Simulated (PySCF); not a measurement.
# H4O5Re (Re(O)3(H2O)2+): the cost of one run

Computed with PySCF 2.14.0. Level: PBE0, Re def2-SVP with ECP60, O def2-SVP, H def2-SVP; scalar-relativistic core potentials, no spin–orbit coupling.

3 further runs of the same task are left out: 2 for a known fault of the program, 1 that didn't finish. Runs told in other sessions of the task aren't counted.

## 1. Where the work starts

10 atoms, charge 1, spin multiplicity 1.

Bond lengths: Re1–O2 1.683 Å, Re1–O3 1.683 Å, Re1–O4 1.683 Å, Re1–O5 2.130 Å, O5–H6 0.972 Å, O5–H7 0.974 Å, O8–H9 0.973 Å, O8–H10 0.973 Å. Angles: O2–Re1–O3 108.4°, O2–Re1–O4 106.2°, O2–Re1–O5 121.5°, O3–Re1–O4 106.1°, O3–Re1–O5 122.4°, O4–Re1–O5 86.7°, Re1–O5–H6 124.7°, Re1–O5–H7 123.6°, H6–O5–H7 111.7°, H9–O8–H10 105.8°.

Geometry (Å):

```xyz
10

Re    0.0316    0.1601    0.0880
O     0.4629   -0.1581    1.6834
O     1.3756   -0.1065   -0.8887
O    -0.2854    1.8109    0.0063
O    -1.9607   -0.1316   -0.6060
H    -2.3626   -0.9986   -0.7842
H    -2.5752    0.5980   -0.8011
O    -0.3961   -2.1004   -0.1279
H    -0.3521   -2.6128    0.6975
H     0.1809   -2.5643   -0.7587
```

Formal oxidation states: Re +7. An earlier session relaxed this geometry at PBE0, Re def2-SVP with ECP60, O def2-SVP, H def2-SVP (singlet, point group C1).

Its energy there is -455.940417 Eh.

## 2. Multiplicity 3 at the relaxed geometry

run.py (the lines that set the calculation) reads:

```python
mol = gto.M(atom='''
Re     0.03156     0.16012     0.08800
O      0.46287    -0.15812     1.68336
O      1.37555    -0.10648    -0.88869
O     -0.28536     1.81085     0.00632
O     -1.96065    -0.13158    -0.60601
H     -2.36259    -0.99856    -0.78421
H     -2.57523     0.59797    -0.80109
O     -0.39607    -2.10038    -0.12788
H     -0.35214    -2.61280     0.69751
H      0.18090    -2.56430    -0.75869''',
    basis={'Re': 'def2-SVP', 'O': 'def2-SVP', 'H': 'def2-SVP'},
    ecp={'Re': 'def2-SVP'},
    charge=1, spin=2)
mf = dft.UKS(mol, xc='PBE0')
mf.grids.atom_grid = (50, 194)
mf = mf.density_fit()  # fitting sets: Re def2-universal-JKFIT, O def2-universal-JKFIT, H def2-universal-JKFIT
mf.conv_tol = 1e-08; mf.max_cycle = 55
mf.kernel(dm0)  # dm0: free metal ions and neutral atoms
```

The run is started by

```console
> OMP_NUM_THREADS=2 python run.py
```

**Question.** How long does this run take on 2 threads of Arm Neoverse V1, shared host?

About 12 s.
